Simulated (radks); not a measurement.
# Os²⁺ inside a hard spherical wall

The task here is to estimate one member of a computed series from the others.

Program: radks (a radial shooting solver on a logarithmic mesh, Libxc functionals) version 1. Level of theory: scalar-relativistic Kohn-Sham, PBE, spin-polarised, spherical densities, finite nucleus; open shells are filled with parallel spins first. These are calculated values, not measurements, unless marked.

## The system

* element: osmium (Z = 76)
* charge: +2
* electrons: 74
* configuration: [Xe] 4f14 5d6
* nuclear rms radius: 5.4126 fm

The outer shells:

Os²⁺
```
[Xe] core
4f [↑↓][↑↓][↑↓][↑↓][↑↓][↑↓][↑↓]
5d [↑↓][↑ ][↑ ][↑ ][↑ ]
```

Set-up of the first run:

Settings of this run:

```text
Z 76
configuration [Xe] 4f14 5d6 6s0 6p0 5f0
relativity scalar-relativistic
functional pbe,pbe
spin polarised
nucleus finite rms 5.4126 fm
c 137.035999084
```

Among the steps run: The free atom; Wall at 20 bohr; Wall at 15 bohr; Wall at 12 bohr; Wall at 8 bohr; Wall at 7 bohr; Wall at 6 bohr; Wall at 4 bohr; Wall at 3 bohr; Wall at 2.5 bohr; Wall at 2 bohr.

One of the session's tables, all rows but one given; the rest of the session is left out.

```
R (bohr)  E − E(free) (eV)  ε(6s, empty) (eV)  ε(6p, empty) (eV)
    free             0.000            -21.521            -14.210
      20            -0.000            -21.521            -14.210
      15            -0.000            -21.521            -14.210
      12            -0.000            -21.521            -14.210
       8             0.000            -21.519            -14.180
       7             0.004            -21.503            -14.080
       6             0.038            -21.400            -13.686
       4                 ?                  ?                  ?
       3            19.188             -3.020             14.914
     2.5            59.600             22.673             48.409
       2            214.87             93.348             132.71
```

**Question.** Estimate the row for R (bohr) = 4.

Worked estimate for «E − E(free) (eV)». A straight line through the neighbours (6, 0.038) and (3, 19.188) gives 0.038 + (19.188 − 0.038) × (4 − 6) / (3 − 6) = 12.805; a parabola fitted to 4 rows on both sides gives 6.534.

**Answer.** E − E(free) (eV): 2.416; ε(6s, empty) (eV): -17.892; ε(6p, empty) (eV): -6.916. In «E − E(free) (eV)» the line misses by +10.389 and the parabola by +4.118.

From R = 2 bohr inwards the highest occupied level lies above zero, pushed up by confinement. Shells are not refilled when levels cross, and a hard wall is a model, not a crystal.
